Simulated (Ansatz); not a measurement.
# BBr: the cost of one run

Computed with the Python package of Ansatz 0.2.0. The levels of theory stand in the script.

**1. Starting point**

Bond lengths: B1–Br2 2.030 Å.

No structure file is read: the coordinates are typed or built in the script.

**2. Script**

The input, x2c_bbr.py:

```python
"""Scalar relativity in BBr(+)."""

import ansatz
import numpy as np

config = {
    "functional": "B3LYP",
    "vdw": "d4",
    "net_charge": 1,
}

GEOMETRY = """
B     0.00000    0.00000    0.00000
Br    0.00000    0.00000    2.03000
"""


def main() -> None:
    geometry = ansatz.Crystal.molecule()
    for line in GEOMETRY.strip().splitlines():
        symbol, *xyz = line.split()
        geometry = geometry.atom(symbol, [float(v) for v in xyz])

    setup = (
        geometry.calculation()
        .functional(config["functional"], dispersion=config["vdw"])
        .charge(config["net_charge"])
        .spin("collinear", total=1)
        .forces()
    )
    # a set contracted for a scalar-relativistic Hamiltonian goes with the relativistic run
    sets = {"none": "cc-pVTZ", "scalar": "cc-pVTZ-DK"}
    found = {kind: setup.basis(gaussian=basis).pseudopotentials(relativity=kind).run(threads=1, backend="cpu").report for kind, basis in sets.items()}
    for kind, each in found.items():
        dipole = 4.803205 * np.linalg.norm(each["charge_distribution"]["dipole_moment_e_ang"])
        print(f"{kind:7s} E = {each['free_energy_ev']:.4f} eV  dipole {dipole:.3f} D  largest force component {np.abs(each['forces_ev_ang']).max():.4f} eV/A")
    print(f"relativity lowers the total energy by {found['none']['free_energy_ev'] - found['scalar']['free_energy_ev']:.3f} eV")


if __name__ == "__main__":
    main()
```

**3. Launch**

The run is started by

```bash
> python x2c_bbr.py
```

What time and memory should one allow on 1 thread of Arm Neoverse V2, shared host?

About 4.6 s, with a peak of 0.2 GiB.
